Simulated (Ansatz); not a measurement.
# Si2NH7 + H2O: a complex and its separated parts

Aim: how far the complex at one end of a reaction step lies below its separated, relaxed parts, level by level.

Computed with Ansatz 0.2.0, Gaussian basis. Level: PBE0-D4/def2-TZVP structures, single points in def2-TZVPP, no counterpoise correction.

Levels: SPW92, PBE-D4, BLYP-D4, r2SCAN-D4, B97M-V, PBE0-D4, B3LYP-D4, r2SCAN0-D4, BHLYP-D4, CAM-B3LYP-D4, wB97X-V, wB97M-V, B2PLYP, PBE-QIDH, RPA on PBE, Hartree-Fock, MP2, CCSD, CCSD(T).

Cores are frozen in the correlated methods. B3LYP uses VWN-RPA correlation. B2PLYP carries no dispersion term here.

94 further runs of the same task are left out: 94 set aside as unsound or not needed. Runs told in other sessions of the task aren't counted.

### Step 1. The system as given

The complex: 13 atoms, charge 0, spin multiplicity 1.

Atoms are counted from 1 here; the program's logs count them from 0.

Bond lengths: Si1–N2 1.750 Å, Si1–H3 1.489 Å, Si1–H4 1.495 Å, Si1–Si5 2.347 Å, N2–H8 1.011 Å, N2–H9 1.011 Å, Si5–H10 1.492 Å, Si5–H11 1.486 Å, Si5–H12 1.483 Å, H6–O7 0.974 Å, O7–H13 0.959 Å. Angles: N2–Si1–H3 105.7°, N2–Si1–H4 113.2°, N2–Si1–Si5 110.3°, H3–Si1–H4 106.9°, H3–Si1–Si5 111.5°, H4–Si1–Si5 109.3°, Si1–N2–H8 116.3°, Si1–N2–H9 116.5°, H8–N2–H9 108.9°, Si1–Si5–H10 106.9°, Si1–Si5–H11 110.6°, Si1–Si5–H12 112.5°, H10–Si5–H11 108.0°, H10–Si5–H12 108.0°, H11–Si5–H12 110.8°, H6–O7–H13 105.9°.

As a file:

| atom | x (Å) | y (Å) | z (Å) |
| --- | --- | --- | --- |
| Si1 | -0.7462 | -1.0191 | 0.2573 |
| N2 | 0.5685 | -0.7551 | 1.3820 |
| H3 | -1.9689 | -0.5186 | 0.9431 |
| H4 | -0.9795 | -2.4640 | -0.0461 |
| Si5 | -0.3479 | 0.1382 | -1.7452 |
| H6 | 0.8872 | 1.1418 | 1.0472 |
| O7 | 1.0520 | 1.9364 | 0.5083 |
| H8 | 1.4853 | -1.0544 | 1.0776 |
| H9 | 0.4198 | -1.0703 | 2.3307 |
| H10 | -1.0408 | -0.6197 | -2.8282 |
| H11 | 1.1045 | 0.1577 | -2.0562 |
| H12 | -0.9004 | 1.5140 | -1.7236 |
| H13 | 0.4661 | 2.6130 | 0.8530 |

Its parts: Si2NH7 holds atoms 1, 2, 3, 4, 5, 8, 9, 10, 11, 12; H2O holds atoms 6, 7, 13. Each part counts its atoms afresh in its own runs.

### Step 2. Relaxing Si2NH7 alone

relax-a/in.yaml reads:

```yaml
crystal:
  periodic: [false, false, false]
  atoms:
    - {symbol: Si, position_ang: [-0.746164, -1.019070, 0.257283]}
    - {symbol: N, position_ang: [0.568504, -0.755076, 1.382012]}
    - {symbol: H, position_ang: [-1.968858, -0.518610, 0.943074]}
    - {symbol: H, position_ang: [-0.979475, -2.463979, -0.046129]}
    - {symbol: Si, position_ang: [-0.347939, 0.138153, -1.745190]}
    - {symbol: H, position_ang: [1.485348, -1.054358, 1.077637]}
    - {symbol: H, position_ang: [0.419777, -1.070345, 2.330703]}
    - {symbol: H, position_ang: [-1.040827, -0.619687, -2.828227]}
    - {symbol: H, position_ang: [1.104527, 0.157723, -2.056206]}
    - {symbol: H, position_ang: [-0.900359, 1.513983, -1.723562]}
basis:
  gaussian: {orbitals: def2-TZVP}
hamiltonian: {xc: pbe0, dispersion: d4}
relax: {f_tol: 0.005, max_steps: 200}
```

Launch:

```
> ansatz run in.yaml --threads 8 --pin off --events-out ev --progress --plain --max-ram 19148MiB
```

Further steps of the session: Relaxing H2O alone; SPW92/def2-TZVPP; PBE-D4/def2-TZVPP; BLYP-D4/def2-TZVPP; r2SCAN-D4/def2-TZVPP; B97M-V/def2-TZVPP; PBE0-D4/def2-TZVPP; B3LYP-D4/def2-TZVPP; r2SCAN0-D4/def2-TZVPP; BHLYP-D4/def2-TZVPP; CAM-B3LYP-D4/def2-TZVPP; wB97X-V/def2-TZVPP; wB97M-V/def2-TZVPP; B2PLYP/def2-TZVPP; PBE-QIDH/def2-TZVPP; RPA on PBE/def2-TZVPP; CCSD(T)/def2-TZVPP; Vibrations of Si2NH7; Vibrations of H2O.

What does the calculation give? Wanted: complex less parts, CCSD(T)/def2-TZVPP; with zero-point energy; largest T1 diagnostic.

The runs gave:

| quantity | value |
| --- | --- |
| complex less parts, CCSD(T)/def2-TZVPP | -24.7 kJ/mol |
| with zero-point energy | -14.7 kJ/mol |
| largest T1 diagnostic | 0.011 |

What this shows: At CCSD(T) the complex lies 24.7 kJ/mol below its parts. The functionals run from PBE-QIDH, off by +0.9 kJ/mol, to SPW92, off by -22.0 kJ/mol, against CCSD(T). Mean unsigned error by rung: LDA 22.0, GGA 6.0, meta-GGA 2.7, hybrid 2.5, range-separated hybrid 2.9, double hybrid 2.1 kJ/mol. The double hybrids carry no dispersion term here, unlike the levels marked D4 or V. PBE-D4 gives a relative energy 7.2 kJ/mol too low, outside chemical accuracy (1 kcal/mol, 4.2 kJ/mol). No counterpoise was applied, and triple zeta lacks some correlation, so the CCSD(T) reference has a basis error of its own, and close matches with it are partly luck.
